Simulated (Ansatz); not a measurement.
# C4H2F4: up Jacob's ladder to CCSD(T)

An exercise on one series of results from a longer session: the logs are not shown, and one member is left open.

Program: Ansatz 0.2.0, Gaussian basis. Level of theory: functionals in def2-TZVPP, the program's frozen cores in correlated methods. These are calculated values, not measurements.

Plan: LDA (SPW92), PBE-D4, revPBE-D4, BLYP-D4, r2SCAN-D4, B97M-V, PBE0-D4, B3LYP-D4, r2SCANh-D4, r2SCAN0-D4, HSE06-D4, BHLYP-D4, CAM-B3LYP-D4, LC-ωPBE, ωB97X-V, ωB97M-V, B2PLYP, PBE-QIDH; CCSD(T)/def2-SVP; CCSD(T)/def2-TZVPP; MP2/def2-QZVPP; extrapolation to the limit; RPA on PBE.

**The geometry**

An earlier PBE0-D4 in a triple-zeta def2 set relaxation fixed the geometry.

SMILES `FC1=C(F)[C@@H](F)[C@@H]1F`, 10 atoms, charge 0, spin multiplicity 1.

Atoms are counted from 1 here; the program's logs count them from 0.

Bond lengths: F1–C2 1.308 Å, C2–C3 1.331 Å, C2–C7 1.491 Å, C3–F4 1.308 Å, C3–C5 1.491 Å, C5–F6 1.371 Å, C5–C7 1.555 Å, C5–H9 1.092 Å, C7–F8 1.371 Å, C7–H10 1.092 Å. Angles: F1–C2–C3 135.4°, F1–C2–C7 130.3°, C3–C2–C7 94.3°, C2–C3–F4 135.4°, C2–C3–C5 94.3°, F4–C3–C5 130.3°, C3–C5–F6 115.4°, C3–C5–C7 85.6°, C3–C5–H9 117.5°, F6–C5–C7 115.0°, F6–C5–H9 108.7°, C7–C5–H9 113.3°, C2–C7–C5 85.6°, C2–C7–F8 115.4°, C2–C7–H10 117.5°, C5–C7–F8 115.0°, C5–C7–H10 113.3°, F8–C7–H10 108.7°.

Set-up of the first run:

Contents of in.yaml:

```yaml
crystal:
  periodic: [false, false, false]
  atoms:
    - {symbol: F, position_ang: [0.356114, -2.327366, 0.625018]}
    - {symbol: C, position_ang: [0.069729, -1.094274, 0.293971]}
    - {symbol: C, position_ang: [-1.025531, -0.449311, -0.100523]}
    - {symbol: F, position_ang: [-2.289634, -0.758025, -0.237802]}
    - {symbol: C, position_ang: [-0.317247, 0.842717, -0.329372]}
    - {symbol: F, position_ang: [-0.748416, 1.893817, 0.438783]}
    - {symbol: C, position_ang: [0.944636, 0.110153, 0.208890]}
    - {symbol: F, position_ang: [1.984934, 0.019620, -0.680156]}
    - {symbol: H, position_ang: [-0.211842, 1.183861, -1.361453]}
    - {symbol: H, position_ang: [1.320356, 0.527510, 1.145545]}
basis:
  gaussian: {orbitals: def2-TZVPP}
hamiltonian: {xc: lda}
output: {orbitals: {seedname: orbitals}}
```

The run is started by

```sh
> ansatz run in.yaml --threads 4 --pin off --events-out ev --progress --plain --max-ram 11315MiB
```

Steps of the session up to this table: LDA; PBE-D4 (GGA); revPBE-D4 (GGA); BLYP-D4 (GGA); r2SCAN-D4 (meta-GGA); B97M-V (meta-GGA); PBE0-D4 (hybrid); B3LYP-D4 (hybrid); r2SCANh-D4 (hybrid); r2SCAN0-D4 (hybrid); HSE06-D4 (hybrid); BHLYP-D4 (hybrid); CAM-B3LYP-D4 (range-separated); LC-ωPBE (range-separated); ωB97X-V (range-separated); ωB97M-V (range-separated); B2PLYP (double hybrid); PBE-QIDH (double hybrid).

One of the session's tables, all rows but one given; the rest of the session is left out.

It belongs to the step «Orbital energies across the functionals». 

```
  functional  HOMO (eV)  gap (eV)
 LDA (SPW92)      -7.16      5.51
      PBE-D4      -6.92      5.59
   revPBE-D4      -6.83      5.63
     BLYP-D4      -6.80      5.56
   r2SCAN-D4      -7.18      6.09
      B97M-V      -7.24      6.24
     PBE0-D4      -8.25      7.95
    B3LYP-D4      -8.04      7.44
  r2SCANh-D4      -7.68      6.96
  r2SCAN0-D4          ?         ?
    HSE06-D4      -7.85      7.16
    BHLYP-D4      -9.48     10.26
CAM-B3LYP-D4      -9.63     10.43
     LC-ωPBE     -10.93     12.99
     ωB97X-V     -10.56     12.56
     ωB97M-V     -10.46     12.33
```

Estimate the missing values for r2SCAN0-D4.

Worked estimate for «HOMO (eV)». Against the share of exact exchange, r2SCAN-D4 (0, -7.18), r2SCANh-D4 (0.1, -7.68) give a slope of -5.00 per unit share; at 0.25 the line stands at -8.43.

The run gave: HOMO (eV): -8.43; gap (eV): 8.27. In «HOMO (eV)» the line misses by 0.00.
